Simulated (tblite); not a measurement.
# C4H15FOSi3: the cost of one run

The runs use tblite 0.8.0 and PySCF 2.14.0, with density-fitted response routines of our own; the level of theory stands in each step. All values are computed, except where a source is named. Atoms count from 0, in the outputs and in this text.

## Step 1: The starting structure

24 atoms, charge 0, multiplicity 1; geometry from: force field or distance geometry start.

Bonds of the start (Å): C0–O1 1.41, O1–C2 1.39, C2–C3 1.50, C3–Si4 1.83, Si4–Si5 2.24, Si4–Si6 2.26, Si4–C7 1.84, C7–F8 1.40, C0–H9 1.10, C0–H10 1.09, C0–H11 1.11, C2–H12 1.09, C2–H13 1.13, C3–H14 1.14, C3–H15 1.12, Si5–H16 1.48, Si5–H17 1.45, Si5–H18 1.47, Si6–H19 1.46, Si6–H20 1.45, Si6–H21 1.46, C7–H22 1.09, C7–H23 1.14.

## Step 2: Optimising the geometry with GFN2-xTB

Job settings and geometry (Å):

```
{"job": {"kind": "relax", "xc": "GFN2-xTB", "basis": "xTB"}, "charge": 0, "multiplicity": 1}
C      3.387800    -0.755200    -0.249800
O      2.107600    -0.497200     0.277700
C      1.702500     0.731400    -0.236200
C      0.346700     1.170800     0.222800
Si    -1.064500     0.058600    -0.140900
Si    -1.982900    -0.574300     1.797600
Si    -2.555200     1.272300    -1.334400
C     -0.685600    -1.427600    -1.156300
F     -0.993700    -2.565800    -0.399500
H      3.325700    -0.800100    -1.351700
H      4.061100     0.067400     0.012100
H      3.760600    -1.762700     0.041800
H      1.816600     0.782200    -1.323800
H      2.421300     1.474700     0.210400
H      0.371600     1.324900     1.350700
H      0.149900     2.205100    -0.148600
H     -0.976600    -1.077200     2.754300
H     -2.643200     0.606100     2.330600
H     -2.962600    -1.617800     1.484700
H     -3.782400     0.476100    -1.286900
H     -2.038000     1.321900    -2.691200
H     -2.693100     2.587000    -0.715400
H      0.323200    -1.482600    -1.571800
H     -1.408400    -1.498300    -2.034900
```

On the command line:

```console
$ OMP_NUM_THREADS=1 python probes_run.py task.json out
```

The driver reads the jobs from task.json and runs them one after another.

Q: Estimate the wall time and peak memory of this first job on 1 thread of Arm Neoverse N1, shared host.

About 6 s, with a peak of 0.18 GiB.
